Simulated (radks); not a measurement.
# Valence configurations of In⁺

The task here is to estimate one member of a computed series from the others.

Method: Dirac Kohn-Sham, PBEsol, spin-unpolarised, spherical densities, finite nucleus; open shells fill j = l - 1/2 first. Code: radks (a radial shooting solver on a logarithmic mesh, Libxc functionals) version 1.

### The system

```
element            : indium (Z = 49)
charge             : +1
electrons          : 48
configuration      : [Kr] 4d10 5s2
nuclear rms radius : 4.6156 fm
others tried       : 4d9 5s2 5p1; 4d8 5s2 5p2; 4d9.5 5s2 5p0.5; 4d10 5s1.5 5p0.5; 4d9.5 5s1 5p1.5; 4d9 5s1 5p2; 4d10 5s1 5p1; 4d9 5p3; 4d10 5p2
```

The first run:

Input:

```text
Z 49
configuration [Kr] 4d10 5s2
relativity Dirac
functional pbe_sol,pbe_sol
spin unpolarised
j_filling energy
nucleus finite rms 4.6156 fm
c 137.035999084
```

Among the steps run: [Kr] 4d10 5s2.

One table of the session follows, with a row left open; its other results are not shown here.

It belongs to the step «[Kr] 4d10 5s2». From the orbitals of this run (lengths in bohr):

```
level     <r>  outermost maximum (interpolated)  90 % within  nodes
3d3/2  0.3224                             0.256        0.509      0
3d5/2  0.3259                             0.259        0.514      0
4s1/2  0.8481                             0.770         1.23      3
4p1/2  0.9012                             0.799         1.33      2
4p3/2  0.9319                             0.824         1.38      2
4d3/2   1.170                             0.926         1.84      1
4d5/2       ?                                 ?            ?      ?
5s1/2   2.471                              2.11         3.64      4
```

Estimate the missing values for 4d5/2.

**Answer.** <r>: 1.186; outermost maximum (interpolated): 0.936; 90 % within: 1.87; nodes: 1. In the column «<r>» it lies between 4d3/2 (1.170) and 5s1/2 (2.471).
